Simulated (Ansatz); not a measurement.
# SiGeH₄ (singlet): the correlation ladder at a displaced geometry (v2), cc-pVDZ

The task here is to estimate one member of a computed series from the others.

The runs use Ansatz 0.2.0, Gaussian basis; cc-pVDZ, core rule «outside noble gas», up to 19 orbitals frozen.

Plan: UHF; CCSD(T) on RHF; CCSD(T) on UHF; BCCD(T) on RHF; CISD; CCSDT(Q) on RHF; CCSDT(Q) on UHF; CASSCF and MRCISD+Q, 8 electrons in 8 orbitals; CASSCF and NEVPT2, 8 electrons in 8 orbitals.

10 further runs of the same task are left out: 3 that didn't finish, 7 set aside as unsound or not needed.

### The system

The geometry is a PBE0/def2-TZVP stationary point (not a proven minimum) with its atoms shifted at random (size 0.100 Å). No spin-orbit coupling is included. The filled d shell of Ge may be among the frozen orbitals whatever the setting's name suggests; the logs give the count.

6 atoms, charge 0, spin multiplicity 1.

Atoms are counted from 1 here; the program's logs count them from 0.

Bond lengths: Si1–Ge2 2.424 Å, Si1–H3 1.505 Å, Ge2–H4 1.620 Å, Ge2–H5 1.577 Å, Ge2–H6 1.382 Å. Angles: Ge2–Si1–H3 88.5°, Si1–Ge2–H4 112.0°, Si1–Ge2–H5 109.1°, Si1–Ge2–H6 119.8°, H4–Ge2–H5 97.9°, H4–Ge2–H6 110.5°, H5–Ge2–H6 105.0°.

Set-up of the first run:

Input file in.yaml:

```yaml
crystal:
  periodic: [false, false, false]
  atoms:
    - {symbol: Si, position_ang: [0.115368, -0.096190, 1.762187]}
    - {symbol: Ge, position_ang: [-0.048988, 0.018480, -0.653459]}
    - {symbol: H, position_ang: [0.029801, 1.405478, 1.800618]}
    - {symbol: H, position_ang: [0.079390, -1.443486, -1.339239]}
    - {symbol: H, position_ang: [1.277671, 0.646267, -1.230827]}
    - {symbol: H, position_ang: [-1.071067, 0.740181, -1.239261]}
basis:
  gaussian: {orbitals: cc-pVDZ}
magnetization: {spin_polarized: true, initial_magnetization: 0}
hamiltonian: {xc: hf}
output: {orbitals: {seedname: orbitals}}
```

Command:

```console
$ ansatz run in.yaml --threads 1 --pin off --events-out ev --progress --plain --max-ram 2393MiB
```

Steps of the session up to this table: UHF; CCSD(T) on RHF; CCSD(T) on UHF; BCCD(T) on RHF; CISD; CCSDT(Q) on RHF; CCSDT(Q) on UHF; CASSCF and MRCISD+Q, 8 electrons in 8 orbitals; CASSCF and NEVPT2, 8 electrons in 8 orbitals.

One of the session's tables, all rows but one given; the rest of the session is left out.

It belongs to the step «Misses and costs». 

| method | from RCCSDT(Q) (kJ/mol) |
| --- | --- |
| RHF | +624.4 |
| UHF | +614.2 |
| RMP2 | +144.2 |
| UMP2 | +157.9 |
| CISD | +78.0 |
| RCCSD | +19.4 |
| UCCSD | ? |
| RCCSD(T) | +3.9 |
| UCCSD(T) | +4.8 |
| BCCD(T) | +3.9 |
| RCCSDT | +0.8 |
| UCCSDT | +0.9 |
| RCCSDT(Q) | 0 |
| UCCSDT(Q) | 0.0 |

Q: Estimate the row for UCCSD from the others.

**Answer.** from RCCSDT(Q) (kJ/mol): +20.6. In the column «from RCCSDT(Q) (kJ/mol)» it lies between RCCSD (+19.4) and CISD (+78.0).

Not comparable, so not listed: CASSCF and NEVPT2, 8 electrons in 8 orbitals (they don't share determinant, frozen orbitals or solution with the rows shown, or repeat one).

Limits of these values: Left out of the table: CASSCF frontier, MRCISD frontier, MRCISD+Q frontier (the active space lost an orbital or holds another state than full CI finds). Restricted and unrestricted rows rest on different reference determinants; where their highest levels disagree by more than a few hundredths of an eV, they describe different states and don't form one ladder. Warnings in the runs' records: passed over end.
